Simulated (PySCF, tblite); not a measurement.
# C4H10BFS: geometry, infrared bands and NMR shifts

Wanted: the infrared bands and NMR shifts of C4H10BFS (`CS[C@H](C)CBF`), by calculation.

Computed with tblite 0.8.0 and PySCF 2.14.0, with density-fitted response routines of our own, on a single molecule in the gas phase. Atoms are numbered from 0 throughout.

**1. The molecule as given**

17 atoms, charge 0, multiplicity 1; geometry from: force field or distance geometry start.

Bonds of the start (Å): C0–S1 1.83, S1–C2 1.81, C2–C3 1.50, C2–C4 1.50, C4–B5 1.57, B5–F6 1.43, C0–H7 1.11, C0–H8 1.10, C0–H9 1.10, C2–H10 1.13, C3–H11 1.11, C3–H12 1.11, C3–H13 1.12, C4–H14 1.11, C4–H15 1.11, B5–H16 1.19.

**2. Geometry optimisation with GFN2-xTB**

The job: settings as JSON, then the geometry in Å.

```
{"job": {"kind": "relax", "xc": "GFN2-xTB", "basis": "xTB"}, "charge": 0, "multiplicity": 1}
C      2.246700    -0.879000     0.167300
S      1.498000     0.022300    -1.243500
C     -0.193200     0.508000    -0.806700
C     -0.095000     1.616000     0.194600
C     -0.866900    -0.736800    -0.300300
B     -2.151500    -0.491700     0.567800
F     -3.140700     0.514100     0.319600
H      2.100900    -0.244200     1.066400
H      1.815400    -1.884900     0.289800
H      3.311000    -1.006800    -0.064500
H     -0.739300     0.930000    -1.696800
H      0.880600     2.125200     0.048100
H     -0.872400     2.397800     0.100300
H     -0.072000     1.238100     1.249900
H     -0.169800    -1.341500     0.313400
H     -1.087000    -1.362400    -1.195100
H     -2.471900    -1.392200     1.278800
```

The run is started by

```sh
$ OMP_NUM_THREADS=1 python probes_run.py task.json out
```

The driver reads the jobs from task.json and runs them one after another.

**Question.** This job is followed by: GFN2-xTB harmonic vibrations, gas phase; GIAO PBE0/pcSseg-1 NMR shielding, non-relativistic, gas phase. Predict these results of the whole session: strongest single infrared mode (GFN2-xTB); zero-point energy (GFN2-xTB); ¹³C shifts against TMS (PBE0/pcSseg-1); ¹H shifts against TMS (PBE0/pcSseg-1, means over atoms taken as alike); ³³S shifts against CS2 (PBE0/pcSseg-1); ¹¹B shifts against BF3·OEt2 (PBE0/pcSseg-1); ¹⁹F shifts against CFCl3 (PBE0/pcSseg-1).

As calculated:

| quantity | value |
| --- | --- |
| strongest single infrared mode (GFN2-xTB) | 1293 cm⁻¹, 322 km/mol |
| zero-point energy (GFN2-xTB) | 84.6 kcal/mol |
| ¹³C shifts against TMS (PBE0/pcSseg-1) | 39.9, 37.7, 23.8, 11.2 ppm |
| ¹H shifts against TMS (PBE0/pcSseg-1, means over atoms taken as alike) | 5.58, 2.96, 2.01, 1.91, 1.64, 1.43 ppm |
| ³³S shifts against CS2 (PBE0/pcSseg-1) | 35 ppm |
| ¹¹B shifts against BF3·OEt2 (PBE0/pcSseg-1) | 56.2 ppm |
| ¹⁹F shifts against CFCl3 (PBE0/pcSseg-1) | -7.3 ppm |

**Reading.** Over 101 steps the energy fell by 0.790 eV; of the close pairs, B5–F6 changed most, 1.432 to 1.314 Å. All 45 modes are real, so the xTB geometry is a minimum. The strongest single mode, at 1293 cm⁻¹, moves mainly B5. Unscaled tight-binding wavenumbers are off by several per cent, some by more. Its intensities can rank the bands wrongly. At PBE0/pcSseg-1: The widest tensor belongs to F6: span 520 ppm, with a paramagnetic part of -291 ppm.
